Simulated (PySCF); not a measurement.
# BiBr2 (Bi(Br)2+): the cost of one run

The runs use PySCF 2.14.0; PBE0, Bi def2-SVP with ECP60, Br def2-SVP; scalar-relativistic core potentials, no spin–orbit coupling.

1 further run of the same task is left out (for a known fault of the program).

**1. The starting structure**

3 atoms, charge 1, spin multiplicity 1.

Bond lengths: Bi1–Br2 2.522 Å, Bi1–Br3 2.522 Å. Angles: Br2–Bi1–Br3 100.9°.

Coordinates:

```xyz
3
BiBr2
Bi    0.00000    0.00000   -0.81780
Br    1.94392    0.00000    0.78875
Br   -1.94392    0.00000    0.78875
```

Formal oxidation states: Bi +3. An earlier session relaxed this geometry at PBE0, Bi def2-SVP with ECP60, Br def2-SVP (singlet, point group C2v).

Its energy there is -5361.513477 Eh.

**2. One electron removed, multiplicity 2**

Input file run.py (the lines that set the calculation):

```python
mol = gto.M(atom='''
Bi     0.00000     0.00000    -0.81780
Br     1.94392     0.00000     0.78875
Br    -1.94392     0.00000     0.78875''',
    basis={'Bi': 'def2-SVP', 'Br': 'def2-SVP'},
    ecp={'Bi': 'def2-SVP'},
    charge=2, spin=1)
mf = dft.UKS(mol, xc='PBE0')
mf.grids.atom_grid = (50, 194)
mf = mf.density_fit()  # fitting sets: Bi def2-universal-JKFIT, Br def2-universal-JKFIT
mf.conv_tol = 1e-08; mf.max_cycle = 55
mf.kernel(dm0)  # dm0: the density of the relaxed state
```

Launch:

```
> OMP_NUM_THREADS=2 python run.py
```

**Question.** How long does this run take on 2 threads of Arm Neoverse V1, shared host?

About 2.3 s.
